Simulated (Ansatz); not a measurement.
# GeH₆S₂Zn (built from SMILES [GeH4].[SH][Zn][SH]): a reaction path by the nudged elastic band

What path joins these two structures, and how high does it climb? Both ends were relaxed at PBE0-D4 in triple zeta.

Program: Ansatz 0.2.0, Gaussian basis. Level of theory: PBE0-D4/def2-SVP. These are calculated values, not measurements.

23 further runs of the same task are left out: 1 that didn't finish, 22 set aside as unsound or not needed.

**1. Where the work starts**

The first end: 10 atoms, charge 0, spin multiplicity 1.

Atoms are counted from 1 here; the program's logs count them from 0.

Bond lengths: Ge1–H2 1.531 Å, Ge1–H7 1.535 Å, Ge1–H8 1.530 Å, Ge1–H9 1.548 Å, H3–S4 1.345 Å, S4–Zn5 2.173 Å, Zn5–S6 2.166 Å, S6–H10 1.345 Å. Angles: H2–Ge1–H7 110.4°, H2–Ge1–H8 111.0°, H2–Ge1–H9 108.4°, H7–Ge1–H8 110.6°, H7–Ge1–H9 107.5°, H8–Ge1–H9 108.7°, H3–S4–Zn5 92.7°, S4–Zn5–S6 174.6°, Zn5–S6–H10 93.3°.

As a file:

| atom | x (Å) | y (Å) | z (Å) |
| --- | --- | --- | --- |
| Ge1 | 1.4543 | 0.7850 | -1.0755 |
| H2 | 0.5852 | 0.5322 | -2.3103 |
| H3 | -2.5796 | 0.1491 | -0.9637 |
| S4 | -2.2495 | 0.9904 | 0.0324 |
| Zn5 | -1.0986 | -0.5300 | 1.0747 |
| S6 | -0.1127 | -2.0677 | 2.2389 |
| H7 | 2.9357 | 0.5554 | -1.4070 |
| H8 | 1.2362 | 2.1978 | -0.5300 |
| H9 | 1.0583 | -0.2351 | 0.0191 |
| H10 | -1.2294 | -2.3772 | 2.9215 |

The second end:

| atom | x (Å) | y (Å) | z (Å) |
| --- | --- | --- | --- |
| Ge1 | 1.16553 | 1.51843 | -0.28184 |
| H2 | -0.44343 | -1.56375 | -1.75191 |
| H3 | -0.66287 | -0.89364 | -2.00238 |
| S4 | -0.90642 | 1.70138 | 0.51291 |
| Zn5 | -1.22148 | -0.39495 | 0.91235 |
| S6 | -1.55554 | -2.48851 | 1.34177 |
| H7 | 1.13572 | 1.61992 | -1.81531 |
| H8 | 1.99134 | 2.66921 | 0.31003 |
| H9 | 1.78604 | 0.16812 | 0.12346 |
| H10 | -1.28897 | -2.33632 | 2.65102 |

**2. The band at PBE0-D4/def2-SVP**

Contents of neb/in.yaml:

```yaml
crystal:
  periodic: [false, false, false]
  atoms:
    - {symbol: Ge, position_ang: [1.454280, 0.785043, -1.075497]}
    - {symbol: H, position_ang: [0.585162, 0.532163, -2.310329]}
    - {symbol: H, position_ang: [-2.579583, 0.149133, -0.963722]}
    - {symbol: S, position_ang: [-2.249513, 0.990432, 0.032410]}
    - {symbol: Zn, position_ang: [-1.098561, -0.529976, 1.074695]}
    - {symbol: S, position_ang: [-0.112720, -2.067695, 2.238950]}
    - {symbol: H, position_ang: [2.935713, 0.555405, -1.407042]}
    - {symbol: H, position_ang: [1.236210, 2.197765, -0.529959]}
    - {symbol: H, position_ang: [1.058285, -0.235135, 0.019082]}
    - {symbol: H, position_ang: [-1.229374, -2.377235, 2.921512]}
basis:
  gaussian: {orbitals: def2-SVP}
hamiltonian: {xc: pbe0, dispersion: d4}
neb:
  images: 5
  climbing: true
  max_iterations: 40
  initial_path: idpp
  final_atoms:
    - {symbol: Ge, position_ang: [1.165532, 1.518430, -0.281838]}
    - {symbol: H, position_ang: [-0.443434, -1.563750, -1.751914]}
    - {symbol: H, position_ang: [-0.662865, -0.893637, -2.002384]}
    - {symbol: S, position_ang: [-0.906422, 1.701385, 0.512914]}
    - {symbol: Zn, position_ang: [-1.221482, -0.394953, 0.912346]}
    - {symbol: S, position_ang: [-1.555543, -2.488512, 1.341770]}
    - {symbol: H, position_ang: [1.135715, 1.619920, -1.815306]}
    - {symbol: H, position_ang: [1.991338, 2.669213, 0.310032]}
    - {symbol: H, position_ang: [1.786038, 0.168125, 0.123463]}
    - {symbol: H, position_ang: [-1.288975, -2.336321, 2.651018]}
```

Command:

```console
$ ansatz run in.yaml --threads 8 --pin off --events-out ev --progress --plain --max-ram 19148MiB
```

Output:

```text
Functional definition: PBE0
  name "PBE0"
  cite "Adamo & Barone, J. Chem. Phys. 110, 6158 (1999) doi:10.1063/1.478522"
  cite "Perdew, Burke & Ernzerhof, Phys. Rev. Lett. 77, 3865 (1996) doi:10.1103/PhysRevLett.77.3865"
  parent pbe
  parameter a = 0.25
  parameter kappa = 0.804
  parameter beta = 0.06672455060314922
  exchange = (1 - a)*pbe_x(kappa = kappa, mu = beta*pi^2/3) + a*exact_x
  correlation = pbe_c(beta = beta)
1337 factors; integrals over basis functions are off by at most 3.2e-4 eV
mean field evaluation 1: about -126663.1649 eV, gradient 3.6e1 eV
mean field evaluation 2: about -126661.5487 eV, gradient 4.8e1 eV
mean field evaluation 4: about -126665.5171 eV, gradient 1.0e0 eV
mean field evaluation 8: about -126665.5942 eV, gradient 6.4e-2 eV
mean field -126665.59422411 eV, -4654.8747307125 hartree, gradient 8.7e-5 eV, S^2 0.000000; 0 other end points of the search recorded, 0 dependent functions left out
the calculation of the forces begins
reference -126665.59425964 eV, -4654.8747320184 hartree; 50, 50 occupied and 79, 79 virtual orbitals, 1337 factors
[... from here to the last solve, the lines of the solves are left out (264 solves) ...]
WARN: NEB end point (image 0): max|allowed force component| = 2.671e-1 eV/Å (the criterion of neb.relax_end_points is 1.000e-2). That is over neb.f_tol: it is no minimum, so the barrier can be far off. Relax it first
WARN: NEB end point (image 6): max|allowed force component| = 4.077e-1 eV/Å (the criterion of neb.relax_end_points is 1.000e-2). That is over neb.f_tol: it is no minimum, so the barrier can be far off. Relax it first
NEB iter   1: max|band force component| = 3.637e0 eV/Å  barrier→ = 6.6087 eV  barrier← = 6.7461 eV  Δτ_max = 0.2000 Å  (195 SCF iters)
NEB iter   2: max|band force component| = 3.617e0 eV/Å  barrier→ = 5.2265 eV  barrier← = 5.3639 eV  Δτ_max = 0.2000 Å  (155 SCF iters)
NEB iter   3: max|band force component| = 3.905e0 eV/Å  barrier→ = 4.2204 eV  barrier← = 4.3578 eV  Δτ_max = 0.2000 Å  (150 SCF iters)
NEB iter   4: max|band force component| = 4.234e0 eV/Å  barrier→ = 3.3639 eV  barrier← = 3.5013 eV  Δτ_max = 0.2000 Å  (149 SCF iters)
NEB iter   5: max|band force component| = 2.122e0 eV/Å  barrier→ = 2.6830 eV  barrier← = 2.8204 eV  Δτ_max = 0.2000 Å  (146 SCF iters)
NEB iter   6: max|band force component| = 2.223e0 eV/Å  barrier→ = 2.2969 eV  barrier← = 2.4343 eV  Δτ_max = 0.2000 Å  (148 SCF iters)
NEB iter   7: max|band force component| = 8.211e-1 eV/Å  barrier→ = 1.7332 eV  barrier← = 1.8706 eV  Δτ_max = 0.2000 Å  (147 SCF iters)
NEB iter   8: max|band force component| = 1.803e0 eV/Å  barrier→ = 1.2308 eV  barrier← = 1.3682 eV  Δτ_max = 0.0999 Å  (149 SCF iters)
NEB iter   9: max|band force component| = 1.036e0 eV/Å  barrier→ = 1.2968 eV  barrier← = 1.4342 eV  CI = image 2  Δτ_max = 0.2000 Å  (144 SCF iters)
NEB iter  10: max|band force component| = 1.596e0 eV/Å  barrier→ = 1.7423 eV  barrier← = 1.8797 eV  CI = image 2  Δτ_max = 0.2000 Å  (150 SCF iters)
NEB iter  11: max|band force component| = 1.520e0 eV/Å  barrier→ = 2.0393 eV  barrier← = 2.1767 eV  CI = image 2  Δτ_max = 0.1993 Å  (147 SCF iters)
NEB iter  12: max|band force component| = 1.490e0 eV/Å  barrier→ = 2.2594 eV  barrier← = 2.3968 eV  CI = image 2  Δτ_max = 0.2000 Å  (146 SCF iters)
NEB iter  13: max|band force component| = 1.127e0 eV/Å  barrier→ = 2.4485 eV  barrier← = 2.5859 eV  CI = image 2  Δτ_max = 0.2000 Å  (143 SCF iters)
NEB iter  14: max|band force component| = 5.428e-1 eV/Å  barrier→ = 2.5156 eV  barrier← = 2.6530 eV  CI = image 2  Δτ_max = 0.1986 Å  (145 SCF iters)
NEB iter  15: max|band force component| = 7.216e-1 eV/Å  barrier→ = 2.4271 eV  barrier← = 2.5645 eV  CI = image 2  Δτ_max = 0.1003 Å  (143 SCF iters)
NEB iter  16: max|band force component| = 3.117e-1 eV/Å  barrier→ = 2.3790 eV  barrier← = 2.5164 eV  CI = image 2  Δτ_max = 0.2000 Å  (136 SCF iters)
NEB iter  17: max|band force component| = 3.293e-1 eV/Å  barrier→ = 2.3120 eV  barrier← = 2.4494 eV  CI = image 2  Δτ_max = 0.1003 Å  (144 SCF iters)
NEB iter  18: max|band force component| = 5.757e-1 eV/Å  barrier→ = 2.2832 eV  barrier← = 2.4206 eV  CI = image 2  Δτ_max = 0.0997 Å  (138 SCF iters)
NEB iter  19: max|band force component| = 3.581e-1 eV/Å  barrier→ = 2.2459 eV  barrier← = 2.3833 eV  CI = image 2  Δτ_max = 0.1000 Å  (147 SCF iters)
NEB iter  20: max|band force component| = 2.587e-1 eV/Å  barrier→ = 2.2210 eV  barrier← = 2.3584 eV  CI = image 2  Δτ_max = 0.0872 Å  (146 SCF iters)
NEB iter  21: max|band force component| = 8.113e-2 eV/Å  barrier→ = 2.2098 eV  barrier← = 2.3472 eV  CI = image 2  Δτ_max = 0.1224 Å  (145 SCF iters)
NEB iter  22: max|band force component| = 7.368e-2 eV/Å  barrier→ = 2.2071 eV  barrier← = 2.3445 eV  CI = image 2  Δτ_max = 0.0910 Å  (149 SCF iters)
NEB iter  23: max|band force component| = 7.817e-2 eV/Å  barrier→ = 2.2051 eV  barrier← = 2.3425 eV  CI = image 2  Δτ_max = 0.0455 Å  (146 SCF iters)
NEB iter  24: max|band force component| = 5.565e-2 eV/Å  barrier→ = 2.2031 eV  barrier← = 2.3405 eV  CI = image 2  Δτ_max = 0.0455 Å  (136 SCF iters)
NEB iter  25: max|band force component| = 7.354e-2 eV/Å  barrier→ = 2.2026 eV  barrier← = 2.3400 eV  CI = image 2  Δτ_max = 0.0228 Å  (133 SCF iters)
NEB iter  26: max|band force component| = 6.582e-2 eV/Å  barrier→ = 2.2021 eV  barrier← = 2.3395 eV  CI = image 2  Δτ_max = 0.0455 Å  (132 SCF iters)
NEB iter  27: max|band force component| = 8.224e-2 eV/Å  barrier→ = 2.2015 eV  barrier← = 2.3389 eV  CI = image 2  Δτ_max = 0.0911 Å  (139 SCF iters)
NEB iter  28: max|band force component| = 8.920e-2 eV/Å  barrier→ = 2.2013 eV  barrier← = 2.3387 eV  CI = image 2  Δτ_max = 0.1355 Å  (139 SCF iters)
NEB iter  29: max|band force component| = 8.792e-2 eV/Å  barrier→ = 2.2012 eV  barrier← = 2.3385 eV  CI = image 2  Δτ_max = 0.1821 Å  (137 SCF iters)
NEB iter  30: max|band force component| = 1.030e-1 eV/Å  barrier→ = 2.2011 eV  barrier← = 2.3385 eV  CI = image 2  Δτ_max = 0.1820 Å  (137 SCF iters)
NEB iter  31: max|band force component| = 1.133e-1 eV/Å  barrier→ = 2.2010 eV  barrier← = 2.3384 eV  CI = image 2  Δτ_max = 0.1776 Å  (134 SCF iters)
NEB iter  32: max|band force component| = 6.762e-2 eV/Å  barrier→ = 2.2010 eV  barrier← = 2.3384 eV  CI = image 2  Δτ_max = 0.1818 Å  (132 SCF iters)
1332 factors; integrals over basis functions are off by at most 4.5e-4 eV
mean field -126664.61412602 eV, -4654.8387127720 hartree, gradient 9.9e-6 eV, S^2 0.000000; 0 other end points of the search recorded, 0 dependent functions left out
the calculation of the forces begins
reference -126664.61416185 eV, -4654.8387140890 hartree; 50, 50 occupied and 79, 79 virtual orbitals, 1332 factors
NEB iter  33: max|band force component| = 4.943e-2 eV/Å  barrier→ = 2.2010 eV  barrier← = 2.3384 eV  CI = image 2  CI's point: of a kind that is not told: the force calls were inconclusive, a negative curvature could not be distinguished from the path's own, the only one lies far off the path, or fixed occupations may fill a level only in part  Δτ_max = 0.0000 Å  (2574 SCF iters)
Total energy: -126663.60152162 eV, -4654.8015002467 hartree
Atom 0 at     1.176502     1.033519    -0.781084 Å, force     0.002119     0.000485    -0.008370 eV/Å
Atom 1 at     0.233936     0.095508    -2.022913 Å, force     0.000437     0.001448     0.000819 eV/Å
Atom 2 at    -0.594036     0.236257    -1.458211 Å, force    -0.000835     0.000213     0.001357 eV/Å
Atom 3 at    -1.428839     0.919934    -0.202865 Å, force    -0.001289    -0.002628     0.001144 eV/Å
Atom 4 at    -1.199158    -0.731409     1.184252 Å, force    -0.000223     0.001463    -0.002120 eV/Å
Atom 5 at    -0.903711    -2.396864     2.552805 Å, force    -0.000534     0.000416     0.000858 eV/Å
Atom 6 at     1.968474     1.581131    -1.994902 Å, force    -0.001305     0.000411     0.003220 eV/Å
Atom 7 at     1.222129     2.164896     0.274675 Å, force    -0.000691    -0.000234     0.001923 eV/Å
Atom 8 at     1.756473    -0.262442    -0.188296 Å, force     0.001959    -0.002303     0.001144 eV/Å
Atom 9 at    -2.231873    -2.640630     2.636639 Å, force     0.000363     0.000729     0.000026 eV/Å
Dipole moment:     0.027331    -0.004621    -0.099213 e Å
```

It took 11 min on 8 threads of Arm Neoverse N1, shared host.

The last band:

| image | path (Å) | energy (kcal/mol) | Ge1–S4 (Å) | H2–H3 (Å) | Ge1–H2 (Å) | H3–S4 (Å) |
| --- | --- | --- | --- | --- | --- | --- |
| 0 | 0.00 | 0.0 | 3.87 | 3.46 | 1.53 | 1.34 |
| 1 | 1.79 | 2.3 | 3.65 | 2.24 | 1.54 | 1.35 |
| 2 | 3.58 | 50.8 | 2.67 | 1.01 | 1.82 | 1.66 |
| 3 | 6.20 | -2.8 | 2.23 | 0.76 | 3.96 | 3.20 |
| 4 | 8.82 | -3.4 | 2.24 | 0.76 | 4.74 | 3.13 |
| 5 | 11.45 | -3.1 | 2.24 | 0.76 | 4.86 | 3.04 |
| 6 | 14.07 | -3.2 | 2.23 | 0.75 | 3.77 | 3.62 |

The highest image, 2:

```
Ge    1.1765    1.0335   -0.7811
H     0.2339    0.0955   -2.0229
H    -0.5940    0.2363   -1.4582
S    -1.4288    0.9199   -0.2029
Zn   -1.1992   -0.7314    1.1843
S    -0.9037   -2.3969    2.5528
H     1.9685    1.5811   -1.9949
H     1.2221    2.1649    0.2747
H     1.7565   -0.2624   -0.1883
H    -2.2319   -2.6406    2.6366
```

**3. Summary of results**

```
                                                                       quantity                                                    value
                                                PBE0-D4/def2-SVP, 33 iterations  highest 50.8 kcal/mol (image 2), last end -3.2 kcal/mol
from earlier runs: barrier over the separately found saddle, CCSD(T)/def2-TZVPP                                            57.1 kcal/mol
```

In words: The highest image lies 50.8 kcal/mol above the first end, and it climbed, so it estimates the saddle. The ends are not quite minima at this level (largest force component 0.41 eV/Å), so the heights are unreliable: relaxing the first end would lower it and raise the barrier above it. The highest image is 6.4 kcal/mol below the CCSD(T) barrier in triple zeta, which comes from separate runs on the saddle.
